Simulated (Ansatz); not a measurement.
This script makes a check of PAW against all-electron LAPW of Ge, space group Imma with Ansatz's Python interface.

Input file `ge.xyz`:
```text
2
Lattice="-2.495898 2.650863 1.436947 2.495898 -2.650863 1.436947 2.495898 2.650863 -1.436947" Properties=species:S:1:pos:R:3 pbc="T T T"
Ge    2.49589800   -1.32543150    1.25285397
Ge    0.00000000    3.97629450    0.18409303
```

The script, `paw_lapw_ge.py`:
```python
"""Checking the PAW result for Ge with LAPW."""

import ansatz as az
import numpy as np


def count_gap(report):
    # lowest empty less highest filled band, counting bands; zero where they overlap
    return max(report.get("gap_by_band_count_ev") or 0.0, 0.0)

structure = az.Crystal.from_extxyz("ge.xyz")

setup = (
    structure.calculation()
    .occupations(az.OccupationsMethod.COLD, width=0.1)
    .kpoints(13)
    .functional(az.Functional.LDA)
    .stress()
    .forces()
    .band_table()
)
variants = {
    "PAW": setup.pseudopotentials("paw"),
    "LAPW": setup.pseudopotentials("all_electron", lapw=True),
}
# totals differ by the cores that each treatment holds, so compare what does not depend on them
rows = []
for label, variant in variants.items():
    rep = variant.run(threads=1, pin="off").report
    levels = np.array(rep["eigenvalues_ev"][0]) - rep["fermi_energy_ev"]
    print(label, "levels at the first k-point near E_F:", np.round(levels[np.abs(levels) < 5], 3))
    rows.append((label, rep["n_electrons"], np.trace(rep["stress_gpa"]) / 3, count_gap(rep)))
lines = [",".join(["treatment", "electrons in bands", "P GPa", "gap by band count eV"])] + [",".join(f"{v:.4f}" if isinstance(v, float) else str(v) for v in row) for row in rows]
print("\n".join(lines))
with open("paw_lapw.csv", "w") as handle:
    handle.write("\n".join(lines) + "\n")
```

How well do the two treatments of the cores agree on the pressure?

PAW gives -4.318 GPa and LAPW -4.288 GPa, 0.030 GPa apart. They took 6.8 and 56.0 s of processor time.

The output:

```console
$ python paw_lapw_ge.py
DeckWarning: basis.ecutwfc = 420 eV, auto-derived from the records' recommended cutoffs: set by Ge (normal level)
PAW levels at the first k-point near E_F: [-3.903 -2.29  -1.847  3.592]
LAPW levels at the first k-point near E_F: [-3.904 -2.289 -1.847  3.594]
treatment,electrons in bands,P GPa,gap by band count eV
PAW,28.0000,-4.3180,0.0000
LAPW,44.0000,-4.2884,0.0000
```
(Warnings from the package without file and line.)

Caveats:
- The computed bands are complete only to about 3.9 eV above the Fermi level.
- A gap by band count of zero or less means overlapping bands, a metal.
- This isn't the structure that Ge takes at ambient conditions.
- Levels are Kohn-Sham eigenvalues on this mesh, without spin-orbit coupling.
- Pressure is positive in compression; the treatments may keep other shells as core, so totals and counts of electrons can differ.
- The whole script took 63 s on 1 thread of Intel(R) Xeon(R) Processor @ 2.30GHz (shared host), peak memory 1.2 GiB.
